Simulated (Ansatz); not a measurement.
I need the spin response to a magnetic field of TiPt3, space group Pm-3m. Use Ansatz's Python interface. Level of theory (first run): r2SCAN, norm-conserving potentials, the default cutoff (1143 eV here), 3×3×3 k-points, Fermi-Dirac smearing of 0.01 eV, collinear spin.

```yaml
crystal:
  lattice:
    - [3.89700, 0.00000, 0.00000]
    - [0.00000, 3.89700, 0.00000]
    - [0.00000, 0.00000, 3.89700]
  atoms:
    - { symbol: Ti, position: [0.00000, 0.00000, 0.00000] }
    - { symbol: Pt, position: [0.00000, 0.50000, 0.50000] }
    - { symbol: Pt, position: [0.50000, 0.00000, 0.50000] }
    - { symbol: Pt, position: [0.50000, 0.50000, 0.00000] }
```

The script, `run_zeeman.py`:
```python
"""Spin moment of TiPt3 in a magnetic field."""

from dataclasses import dataclass

import ansatz as az
import numpy as np


@dataclass
class Options:
    max_iterations: int = 100
    extra_bands: int = 2
    functional: str = "r2SCAN"
    k_length: int = 12
    smearing: str = "fermi_dirac"
    sigma: float = 0.01


opts = Options()

system = (
    az.Lattice.cubic(3.897)
    .space_group(221)
    .atom("Ti", (0.0, 0.0, 0.0))
    .atom("Pt", (0.0, 0.5, 0.5))
)

model = (
    system.calculation()
    .scf(max_iterations=opts.max_iterations, extra_bands=opts.extra_bands, algorithm="density_mixing")
    .functional(opts.functional)
    .kpoints(length=opts.k_length)
    .eigensolver("davidson")
    .occupations(opts.smearing, width=opts.sigma)
    .pseudopotentials("nc")
    .spin("collinear")
)
# the field acts on the spins alone; such large fields lift the response over the noise
rows = []
for tesla in [0, 250, 500]:
    report = (model.magnetic_field(tesla) if tesla else model).run().report
    rows.append((tesla, report["magnetization_mub"], report["free_energy_ev"], report["components"].get("e_zeeman", 0.0)))
for row in rows:
    print("; ".join(f"{name} = {round(v, 4) if isinstance(v, float) else v}" for name, v in zip(["B (T)", "moment muB", "F eV", "Zeeman term eV"], row)))
slope = np.polyfit([row[0] for row in rows], [row[1] for row in rows], 1)[0]
print(f"dM/dB = {1000 * slope:.4f} muB per 1000 T per cell")
```

```console
$ python run_zeeman.py
DeckWarning: basis.ecutwfc = 1142.878222 eV, auto-derived from the records' recommended cutoffs: set by Ti (normal level)
RunWarning: this spin-polarised run has no starting moment large enough to seed its density, so its SCF can try parallel moments of its own, which can die out, and starts no order whose moments cancel. Behind that start scf.lower_state_search: light tries no other order and makes no probe for moments, and off searches nothing, so another order or size of moments can lie lower. To look for one, give starting moments (crystal.atoms[].spin, magnetization.per_species, [...]
B (T) = 0; moment muB = 0.0741; F eV = -12840.4535; Zeeman term eV = 0.0
B (T) = 250; moment muB = 0.0741; F eV = -12840.4546; Zeeman term eV = -0.0011
B (T) = 500; moment muB = 0.7407; F eV = -12840.4826; Zeeman term eV = -0.0214
dM/dB = 1.3333 muB per 1000 T per cell
```
(Warnings from the package without file and line, shortened.)

What to keep in mind:
- The settings weren't tested for convergence.
- Such functionals run on norm-conserving files made under PBE, which can move pressures by some GPa.
- For a metal this mesh is far too coarse, so the numbers only illustrate the procedure.
- Spin-orbit coupling, which matters for elements this heavy, is left out.
- r2SCAN tends to overestimate the moments of itinerant magnets.
- The structure is a deposited one; some such entries were measured under pressure or heat, so a shift against it needn't be the functional's error alone.
- Orbital magnetism is left out. The response of a metal hangs strongly on mesh and smearing, and a straight-line fit holds only where the moment is linear in the field.
- Hardware and time: 66 s on 1 thread of Arm Neoverse V2, on a shared host, peak memory 0.53 GiB.

(Lines on the test bed's own set-up are left out of the output.)
